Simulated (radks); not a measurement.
# Ionisation of Zn: one atom, several choices of exchange strength α

The task here is to estimate one member of a computed series from the others.

Program: radks (a radial shooting solver on a logarithmic mesh, Libxc functionals) version 1. Level of theory: scalar-relativistic Kohn-Sham, spin-polarised, spherical densities, point nucleus; open shells are filled with parallel spins first. These are calculated values, not measurements, unless marked.

## The atom as given

| Item | Value |
| --- | --- |
| element | zinc (Z = 30) |
| charge | 0 |
| electrons | 30 |
| configuration | [Ar] 3d10 4s2 |
| ion | Zn⁺, [Ar] 3d10 4s1 |
| choices | α = 0.565; α = 0.667; α = 0.694; α = 0.823; α = 0.892; α = 1.002 |

The outer shells:

Zn
```
[Ar] core
3d [↑↓][↑↓][↑↓][↑↓][↑↓]
4s [↑↓]
```

Zn⁺
```
[Ar] core
3d [↑↓][↑↓][↑↓][↑↓][↑↓]
4s [↑ ]
```

Set-up of the first run:

Settings of this run:

```text
Z 30
configuration [Ar] 3d10 4s2
relativity scalar-relativistic
functional xalpha 0.565
spin polarised
nucleus point
c 137.035999084
```

Among the steps run: α = 0.565: Zn.

One of the session's tables, all rows but one given; the rest of the session is left out.

Sizes of the orbitals, from the radial functions (bohr):

| level | <r> | outermost maximum (interpolated) | 90 % within | nodes |
| --- | --- | --- | --- | --- |
| 1s | 0.05045 | 0.0330 | 0.0901 | 0 |
| 2s | ? | ? | ? | ? |
| 2p | 0.1992 | 0.153 | 0.326 | 0 |
| 3s | 0.6850 | 0.590 | 1.03 | 2 |
| 3p | 0.7181 | 0.594 | 1.11 | 1 |
| 3d | 0.9404 | 0.567 | 1.68 | 0 |
| 4s | 2.760 | 2.12 | 4.33 | 3 |

Estimate the missing values for 2s.

**Answer.** <r>: 0.2273; outermost maximum (interpolated): 0.190; 90 % within: 0.352; nodes: 1. In the column «<r>» it lies between 2p (0.1992) and 3s (0.6850).
